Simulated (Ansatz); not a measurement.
# FeNi3: the cost of one run

Computed with the Python package of Ansatz 0.2.0. Level of theory: DFT PBEsol, plane waves, PAW.

## Step 1: The system

Symmetry: Fm-3m, No. 225, cubic system. Conventional cell: a = 5.581 Å, b = 5.581 Å, c = 5.581 Å, α = 90.00°, β = 90.00°, γ = 90.00°. Fe (site symmetry m-3m) has 8 Ni at 2.42 Å as nearest neighbours. Ni (site symmetry -43m) has 4 Fe at 2.42 Å and 4 Ni at 2.42 Å as nearest neighbours. Ni (site symmetry m-3m) is surrounded by 8 Ni at 2.42 Å.

No structure file is read: the coordinates are typed or built in the script.

## Step 2: Script

Contents of ase_relax.py:

```python
# -*- coding: utf-8 -*-
from dataclasses import dataclass
import warnings

import ansatz as az
from ase import Atoms
from ase.calculators.calculator import Calculator, all_changes
from ase.optimize import LBFGS
import numpy as np


@dataclass(frozen=True)
class Options:
    functional: str = "pbesol"
    cutoff_ev: int = 530
    kmesh: tuple[int, ...] = (6, 6, 6)
    filling: str = "Marzari-Vanderbilt"
    sigma: float = 0.01
    mixing_beta: float = 0.6


cfg = Options()


class Ansatz(Calculator):
    implemented_properties = ["energy", "free_energy", "forces"]

    def calculate(self, atoms=None, properties=("energy",), system_changes=all_changes):
        super().calculate(atoms, properties, system_changes)
        bare = self.atoms.copy()
        bare.set_constraint()
        bare.set_momenta(None)
        job = (
            az.Crystal.from_ase(bare).calculation()
            .functional(cfg.functional)
            .basis(cfg.cutoff_ev)
            .kpoints(*cfg.kmesh)
            .occupations(cfg.filling, width=cfg.sigma)
            .spin(az.SpinTreatment.COLLINEAR)
            .mixing("anderson", ndim=12, beta=cfg.mixing_beta)
            .forces()
        )
        report = job.run(threads=1, backend="cpu").report
        self.results["free_energy"] = report["lagrangian_ev"]
        self.results["energy"] = report.get("lagrangian_sigma0_ev", report["lagrangian_ev"])
        self.results["forces"] = np.array(report["forces_ev_ang"])

warnings.simplefilter("ignore")
atoms = Atoms(
    ["Fe", "Ni", "Ni", "Ni"],
    cell=[[0.0, 2.79037, 2.79037], [2.79037, 0.0, 2.79037], [2.79037, 2.79037, 0.0]],
    scaled_positions=[
        [0.0, 0.0, 0.0],
        [0.75, 0.75, 0.75],
        [0.25, 0.25, 0.25],
        [0.5, 0.5, 0.5],
    ],
    pbc=True,
)
atoms.set_initial_magnetic_moments([3.5, -1.5, 1.5, -1.5])
atoms.rattle(0.1, seed=33)
atoms.calc = Ansatz()
before = atoms.get_potential_energy(), atoms.get_volume()
optimiser = LBFGS(atoms, logfile=None)


def tell():
    fmax = np.linalg.norm(atoms.get_forces(), axis=1).max()
    print(f"step {optimiser.nsteps:2d}  E = {atoms.get_potential_energy():.5f} eV  fmax = {fmax:.4f}  V = {atoms.get_volume():.3f} A^3")


optimiser.attach(tell)
met = optimiser.run(fmax=0.02, steps=20)
print("threshold met:", bool(met), " energy gained:", round(before[0] - atoms.get_potential_energy(), 5), "eV")
print("cell lengths and angles:", np.round(atoms.cell.cellpar(), 3))
print(np.round(atoms.get_scaled_positions(), 4))
```

## Step 3: Running it

Run with:

```sh
> python ase_relax.py
```

**Question.** How long does this script take on 1 thread of Arm Neoverse V2, shared host, and how much memory does it need?

About 30 min, with a peak of 0.87 GiB.
